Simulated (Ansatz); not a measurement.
# CH3Cl3Zr: basis-set convergence

The task here is to estimate one member of a computed series from the others.

Computed with Ansatz 0.2.0, Gaussian basis. Level: one geometry, several basis sets.

Levels to be run: PBE0-D4/def2-SVP; ωB97M-V/def2-SVP; PBE0-D4/def2-QZVPP; ωB97M-V/def2-QZVPP; the functionals' def2-TZVPP values are taken from earlier runs.

## The geometry

The geometry comes from an earlier relaxation with PBE0-D4 in a triple-zeta def2 set; it is a stationary point, not always the lowest conformer. Zr takes the def2 core potential; no spin-orbit term is included.

SMILES `[CH3][Zr]([Cl])([Cl])[Cl]`, 8 atoms, charge 0, spin multiplicity 1.

Atoms are counted from 1 here; the program's logs count them from 0.

Bond lengths: C1–Zr2 2.176 Å, C1–H6 1.096 Å, C1–H7 1.096 Å, C1–H8 1.096 Å, Zr2–Cl3 2.329 Å, Zr2–Cl4 2.329 Å, Zr2–Cl5 2.329 Å. Angles: Zr2–C1–H6 110.4°, Zr2–C1–H7 110.4°, Zr2–C1–H8 110.4°, H6–C1–H7 108.5°, H6–C1–H8 108.5°, H7–C1–H8 108.5°, C1–Zr2–Cl3 105.4°, C1–Zr2–Cl4 105.4°, C1–Zr2–Cl5 105.4°, Cl3–Zr2–Cl4 113.2°, Cl3–Zr2–Cl5 113.2°, Cl4–Zr2–Cl5 113.2°.

As a file:

```csv
atom,x (Å),y (Å),z (Å)
C1,-0.9239,-0.1450,0.7145
Zr2,0.7840,0.1231,-0.6063
Cl3,2.5139,-1.1004,0.3605
Cl4,0.1088,-0.7174,-2.6706
Cl5,1.1889,2.4163,-0.6377
H6,-0.6921,0.2263,1.7192
H7,-1.1873,-1.2063,0.7880
H8,-1.7923,0.4035,0.3325
```

Set-up of the first run:

The input, in.yaml:

```yaml
crystal:
  periodic: [false, false, false]
  atoms:
    - {symbol: C, position_ang: [-0.923864, -0.145049, 0.714539]}
    - {symbol: Zr, position_ang: [0.783994, 0.123087, -0.606292]}
    - {symbol: Cl, position_ang: [2.513850, -1.100424, 0.360464]}
    - {symbol: Cl, position_ang: [0.108849, -0.717448, -2.670642]}
    - {symbol: Cl, position_ang: [1.188859, 2.416329, -0.637706]}
    - {symbol: H, position_ang: [-0.692107, 0.226332, 1.719212]}
    - {symbol: H, position_ang: [-1.187284, -1.206290, 0.787953]}
    - {symbol: H, position_ang: [-1.792296, 0.403462, 0.332472]}
basis:
  gaussian: {orbitals: def2-SVP}
hamiltonian: {xc: pbe0, dispersion: d4}
output: {orbitals: {seedname: orbitals}}
```

Run with:

```bash
> ansatz run in.yaml --threads 4 --pin off --events-out ev --progress --plain --max-ram 10444MiB
```

Among the steps run: PBE0-D4 in def2-SVP; ωB97M-V in def2-SVP; PBE0-D4 in def2-QZVPP; ωB97M-V in def2-QZVPP.

One of the session's tables, all rows but one given; the rest of the session is left out.

It belongs to the step «Density functionals: the series». 

```
functional       basis  HOMO (eV)  LUMO (eV)
   PBE0-D4    def2-SVP      -8.59      -2.19
   PBE0-D4  def2-TZVPP          ?          ?
   PBE0-D4  def2-QZVPP      -8.56      -2.24
   ωB97M-V    def2-SVP     -10.86      -0.02
   ωB97M-V  def2-TZVPP     -10.85      -0.10
   ωB97M-V  def2-QZVPP     -10.86      -0.13
```

Estimate the missing values for PBE0-D4, def2-TZVPP.

The run gave: HOMO (eV): -8.56; LUMO (eV): -2.23.
